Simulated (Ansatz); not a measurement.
# CH5B2NS: the cost of one run

Program: Ansatz 0.2.0, Gaussian basis. Level of theory: the settings change from run to run. These are calculated values, not measurements.

## Step 1: The relaxed structure

The geometry comes from an earlier relaxation with PBE0-D4 in a triple-zeta def2 set; it is a stationary point, not always the lowest conformer.

SMILES `BNBC=S`, 10 atoms, charge 0, spin multiplicity 1.

Atoms are counted from 1 here; the program's logs count them from 0.

Bond lengths: B1–N2 1.414 Å, B1–H6 1.195 Å, B1–H7 1.195 Å, N2–B3 1.422 Å, N2–H8 1.010 Å, B3–C4 1.557 Å, B3–H9 1.197 Å, C4–S5 1.616 Å, C4–H10 1.092 Å. Angles: N2–B1–H6 119.5°, N2–B1–H7 118.8°, H6–B1–H7 121.7°, B1–N2–B3 126.8°, B1–N2–H8 117.2°, B3–N2–H8 116.0°, N2–B3–C4 121.7°, N2–B3–H9 119.4°, C4–B3–H9 118.9°, B3–C4–S5 114.1°, B3–C4–H10 125.5°, S5–C4–H10 120.4°.

Coordinates:

```xyz
10

B    -1.50042   -0.46499    0.40170
N    -0.14777   -0.76363    0.68706
B     0.99743   -0.06466    0.21460
C     0.88185    1.08685   -0.82671
S     1.33594    0.67257   -2.32087
H    -2.36587   -1.13486    0.88241
H    -1.74664    0.46197   -0.31100
H     0.03259   -1.54821    1.29755
H     2.08325   -0.39019    0.59780
H     0.51284    2.09395   -0.61966
```

## Step 2: wB97X-V/ANO-RCC-VTZP

Options: atoms shaken by 0.15 Å.

Input file in.yaml:

```yaml
crystal:
  periodic: [false, false, false]
  atoms:
    - {symbol: B, position_ang: [-1.162773, -0.333786, 0.251016]}
    - {symbol: N, position_ang: [-0.093063, -0.872745, 0.522501]}
    - {symbol: B, position_ang: [0.906948, 0.009068, 0.189610]}
    - {symbol: C, position_ang: [0.734837, 1.078156, -0.554846]}
    - {symbol: S, position_ang: [1.523568, 0.638933, -2.289060]}
    - {symbol: H, position_ang: [-2.287159, -1.300623, 0.976533]}
    - {symbol: H, position_ang: [-1.844614, 0.549725, -0.318361]}
    - {symbol: H, position_ang: [0.301359, -1.446234, 1.754766]}
    - {symbol: H, position_ang: [2.298467, -0.493631, 0.619861]}
    - {symbol: H, position_ang: [0.377713, 2.352094, -0.630159]}
basis:
  gaussian: {orbitals: ANO-RCC-VTZP}
hamiltonian: {xc: {name: wB97X-V}}
```

The run is started by

```sh
> ansatz run in.yaml --threads 2 --pin off --events-out ev --progress --plain --max-ram 4352MiB
```

Q: Estimate wall time and peak memory on 2 threads of Arm Neoverse V2, shared host.

About 19 s, with a peak of 0.71 GiB.
